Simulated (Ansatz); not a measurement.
# Ge: the cost of one run

Method: DFT PBEsol, scalar-relativistic, plane waves, PAW, in Ansatz 0.2.0.

1 further run of the same task is left out (it didn't finish).

**1. The system as given**

It takes space group Ia-3 (No. 206, cubic). The conventional cell has a = 6.968 Å, b = 6.968 Å, c = 6.968 Å, α = 90.00°, β = 90.00°, γ = 90.00°. Ge (site symmetry 3) has 4 Ge at 2.43 to 2.51 Å as nearest neighbours.

Coordinates:

```xyz
8
Lattice="-3.4842 3.4842 3.4842 3.4842 -3.4842 3.4842 3.4842 3.4842 -3.4842" Properties=species:S:1:pos:R:3 pbc="T T T"
Ge    1.0414    4.5256   -1.0414
Ge   -1.0414    1.0414    4.5256
Ge    4.5256   -1.0414    1.0414
Ge    2.4428    2.4428    2.4428
Ge   -1.0414    2.4428    1.0414
Ge    1.0414   -1.0414    2.4428
Ge    2.4428    1.0414   -1.0414
Ge    1.0414    1.0414    1.0414
```

The structure comes from the Materials Project (structure only).

(A quick probe on a coarse mesh, which set the mesh and smearing, is not shown.)

**3. The relaxation**

input.yaml reads:

```yaml
crystal:
  lattice:
    - [-3.48417028, 3.48417028, 3.48417028]
    - [3.48417028, -3.48417028, 3.48417028]
    - [3.48417028, 3.48417028, -3.48417028]
  atoms:
    - { symbol: Ge, position: [0.5, 0.0, 0.79889908] }
    - { symbol: Ge, position: [0.79889908, 0.5, 0.0] }
    - { symbol: Ge, position: [0.0, 0.79889908, 0.5] }
    - { symbol: Ge, position: [0.70110092, 0.70110092, 0.70110092] }
    - { symbol: Ge, position: [0.5, 0.0, 0.20110092] }
    - { symbol: Ge, position: [0.20110092, 0.5, 0.0] }
    - { symbol: Ge, position: [0.0, 0.20110092, 0.5] }
    - { symbol: Ge, position: [0.29889908, 0.29889908, 0.29889908] }
basis:
  ecutwfc: 420
kpoints:
  mp_grid: { grid: [8, 8, 8] }
hamiltonian:
  xc: pbesol
scf:
  occupations: { method: gaussian, width: 0.1 }
output:
  forces: true
  stress: true
  eigenvalues: true
relax:
  adjacent_minimum: "off"
  f_tol: 0.005
  max_steps: 80
  cell: { stress_tol: 0.05 }
```

Command:

```bash
$ ansatz run input.yaml --threads 2 --pin off --max-ram 5120MiB --backend cpu --events-out ev --progress --plain --runs-dir out
```

What time and memory should one allow on 2 threads of Arm Neoverse V2, shared host?

About 44 s, with a peak of 0.67 GiB.
